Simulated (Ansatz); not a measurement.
# AlF3H2Se: one species, many methods

The task here is to estimate one member of a computed series from the others.

Method: functionals in def2-TZVPP, the program's frozen cores in correlated methods; program: Ansatz 0.2.0, Gaussian basis.

The runs, in order: LDA (SPW92), PBE-D4, revPBE-D4, BLYP-D4, r2SCAN-D4, B97M-V, PBE0-D4, B3LYP-D4, r2SCANh-D4, r2SCAN0-D4, HSE06-D4, BHLYP-D4, CAM-B3LYP-D4, LC-ωPBE, ωB97X-V, ωB97M-V, B2PLYP, PBE-QIDH; CCSD(T)/def2-SVP; CCSD(T)/def2-TZVPP; MP2/def2-QZVPP; extrapolation to the limit; RPA on PBE.

## Structure used throughout

The geometry comes from an earlier relaxation with PBE0-D4 in a triple-zeta def2 set; it is a stationary point, not always the lowest conformer.

7 atoms, charge 0, spin multiplicity 1.

Atoms are counted from 1 here; the program's logs count them from 0.

Bond lengths: F1–Al2 1.649 Å, Al2–F3 1.650 Å, Al2–F4 1.649 Å, Al2–Se5 2.593 Å, Se5–H6 1.470 Å, Se5–H7 1.470 Å. Angles: F1–Al2–F3 117.3°, F1–Al2–F4 118.5°, F1–Al2–Se5 98.1°, F3–Al2–F4 117.3°, F3–Al2–Se5 99.9°, F4–Al2–Se5 98.2°, Al2–Se5–H6 93.7°, Al2–Se5–H7 93.8°, H6–Se5–H7 91.6°.

Set-up of the first run:

Input file in.yaml:

```yaml
crystal:
  periodic: [false, false, false]
  atoms:
    - {symbol: F, position_ang: [0.566921, -1.065045, 1.835366]}
    - {symbol: Al, position_ang: [0.257769, -1.027924, 0.216060]}
    - {symbol: F, position_ang: [-1.290263, -1.333428, -0.267271]}
    - {symbol: F, position_ang: [1.470339, -1.431794, -0.825820]}
    - {symbol: Se, position_ang: [0.329153, 1.542773, -0.112107]}
    - {symbol: H, position_ang: [-0.967632, 1.758635, 0.545097]}
    - {symbol: H, position_ang: [-0.304986, 1.488784, -1.436926]}
basis:
  gaussian: {orbitals: def2-TZVPP}
hamiltonian: {xc: lda}
output: {orbitals: {seedname: orbitals}}
```

The run is started by

```console
$ ansatz run in.yaml --threads 4 --pin off --events-out ev --progress --plain --max-ram 10444MiB
```

Steps of the session up to this table: LDA; PBE-D4 (GGA); revPBE-D4 (GGA); BLYP-D4 (GGA); r2SCAN-D4 (meta-GGA); B97M-V (meta-GGA); B3LYP-D4 (hybrid); r2SCANh-D4 (hybrid); r2SCAN0-D4 (hybrid); HSE06-D4 (hybrid); BHLYP-D4 (hybrid); CAM-B3LYP-D4 (range-separated); LC-ωPBE (range-separated); ωB97X-V (range-separated); ωB97M-V (range-separated); B2PLYP (double hybrid); PBE-QIDH (double hybrid).

One of the session's tables, all rows but one given; the rest of the session is left out.

It belongs to the step «Orbital energies across the functionals». 

| functional | HOMO (eV) | gap (eV) |
| --- | --- | --- |
| LDA (SPW92) | -8.29 | 5.94 |
| PBE-D4 | -8.11 | 5.87 |
| revPBE-D4 | -8.05 | 5.86 |
| BLYP-D4 | -7.97 | 5.80 |
| r2SCAN-D4 | -8.47 | 6.47 |
| B97M-V | -8.56 | 6.51 |
| PBE0-D4 | -9.49 | 8.17 |
| B3LYP-D4 | -9.23 | 7.64 |
| r2SCANh-D4 | -8.98 | 7.31 |
| r2SCAN0-D4 | -9.72 | 8.55 |
| HSE06-D4 | -9.09 | 7.38 |
| BHLYP-D4 | ? | ? |
| CAM-B3LYP-D4 | -10.82 | 10.59 |
| LC-ωPBE | -12.16 | 13.19 |
| ωB97X-V | -11.81 | 12.68 |
| ωB97M-V | -11.65 | 12.34 |

Estimate the missing values for BHLYP-D4.

Worked estimate for «HOMO (eV)». Against the share of exact exchange, BLYP-D4 (0, -7.97), B3LYP-D4 (0.2, -9.23) give a slope of -6.30 per unit share; at 0.5 the line stands at -11.12.

**Answer.** HOMO (eV): -10.67; gap (eV): 10.28. In «HOMO (eV)» the line misses by -0.45.
